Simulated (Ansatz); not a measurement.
**CH₆BFGe: a ladder of functionals and wavefunction methods**

How much do the methods differ for CH₆BFGe? The plan is to run it at one geometry with functionals of several rungs and with coupled cluster. The yardstick is the atomisation energy at the CCSD(T) limit.

Computed with Ansatz 0.2.0, Gaussian basis. Level: functionals in def2-TZVPP, the program's frozen cores in correlated methods.

Plan: PBE-D4, r2SCAN-D4, PBE0-D4, B3LYP-D4, ωB97X-V, ωB97M-V, B2PLYP; CCSD(T)/def2-TZVPP; MP2/def2-QZVPP; extrapolation to the limit.

## 1. Structure used throughout

The geometry comes from an earlier relaxation with PBE0-D4 in a triple-zeta def2 set; it is a stationary point, not always the lowest conformer.

SMILES `[BH2][GeH]([CH3])[F]`, 10 atoms, charge 0, spin multiplicity 1.

Atoms are counted from 1 here; the program's logs count them from 0.

Bond lengths: B1–Ge2 2.055 Å, B1–H5 1.193 Å, B1–H6 1.195 Å, Ge2–C3 1.949 Å, Ge2–F4 1.757 Å, Ge2–H7 1.546 Å, C3–H8 1.090 Å, C3–H9 1.090 Å, C3–H10 1.091 Å. Angles: Ge2–B1–H5 121.7°, Ge2–B1–H6 119.6°, H5–B1–H6 118.8°, B1–Ge2–C3 115.2°, B1–Ge2–F4 109.0°, B1–Ge2–H7 112.2°, C3–Ge2–F4 104.9°, C3–Ge2–H7 110.4°, F4–Ge2–H7 104.3°, Ge2–C3–H8 109.2°, Ge2–C3–H9 110.4°, Ge2–C3–H10 110.3°, H8–C3–H9 108.9°, H8–C3–H10 109.0°, H9–C3–H10 109.0°.

As a file:

```xyz
10

B    -0.8677    1.6012   -0.5972
Ge    0.0346   -0.2450   -0.6437
C     0.6939   -0.8901    1.0731
F    -1.1427   -1.4454   -1.1546
H    -2.0176    1.7434   -0.8801
H    -0.2305    2.5610   -0.2781
H     1.1483   -0.3239   -1.7128
H     1.0818   -1.9016    0.9503
H    -0.1111   -0.9069    1.8081
H     1.4942   -0.2438    1.4381
```

## 2. PBE-D4 (GGA)

in.yaml reads:

```yaml
crystal:
  periodic: [false, false, false]
  atoms:
    - {symbol: B, position_ang: [-0.867697, 1.601232, -0.597234]}
    - {symbol: Ge, position_ang: [0.034565, -0.245039, -0.643719]}
    - {symbol: C, position_ang: [0.693891, -0.890057, 1.073117]}
    - {symbol: F, position_ang: [-1.142662, -1.445415, -1.154624]}
    - {symbol: H, position_ang: [-2.017637, 1.743424, -0.880056]}
    - {symbol: H, position_ang: [-0.230484, 2.560992, -0.278130]}
    - {symbol: H, position_ang: [1.148297, -0.323866, -1.712829]}
    - {symbol: H, position_ang: [1.081826, -1.901591, 0.950257]}
    - {symbol: H, position_ang: [-0.111070, -0.906939, 1.808149]}
    - {symbol: H, position_ang: [1.494172, -0.243842, 1.438068]}
basis:
  gaussian: {orbitals: def2-TZVPP}
hamiltonian: {xc: pbe, dispersion: d4}
output: {forces: true, orbitals: {seedname: orbitals}}
```

Started as:

```sh
$ ansatz run in.yaml --threads 4 --pin off --events-out ev --progress --plain --max-ram 10444MiB
```

The runs that follow: r2SCAN-D4 (meta-GGA); PBE0-D4 (hybrid); B3LYP-D4 (hybrid); ωB97X-V (range-separated); ωB97M-V (range-separated); B2PLYP (double hybrid); CCSD(T) in def2-TZVPP; MP2 in def2-QZVPP.

**Question.** What will the summary of the whole plan be? Wanted: atomisation energy, CCSD(T)/CBS; farthest; mean size of error, hybrid; mean size of error, range-separated; gap, smallest and largest; T1 diagnostic; triples share of the correlation energy.

The runs gave:

```
                               quantity                                                   value
        atomisation energy, CCSD(T)/CBS                                           3378.5 kJ/mol
 functionals within 33.8 kJ/mol (1.0 %)  PBE-D4, r2SCAN-D4, PBE0-D4, B3LYP-D4, ωB97X-V, ωB97M-V
                               farthest                                   B2PLYP (-34.3 kJ/mol)
             mean size of error, hybrid                                             12.6 kJ/mol
    mean size of error, range-separated                                              9.7 kJ/mol
              gap, smallest and largest                    3.28 eV (PBE-D4), 10.11 eV (ωB97X-V)
                          T1 diagnostic                                                  0.0114
triples share of the correlation energy                                                   3.2 %
```

**Reading.** PBE-D4 misses by +19.2 kJ/mol. Double hybrids carry the basis error of their MP2 part in triple zeta, and no dispersion term here, so their miss is partly the set-up's. Misses under about 33.8 kJ/mol are within the doubt on the reference itself, which lacks core-valence correlation, relativity and higher excitations, and its outer-core shells are covered unevenly. Hartree-Fock recovers 76 % of the binding; the rest is correlation. The gap grows from 3.3 to 10.1 eV across the functionals, mostly with the share of exact exchange. Correlated methods include outer-core shells of Ge, which these sets cover unevenly.
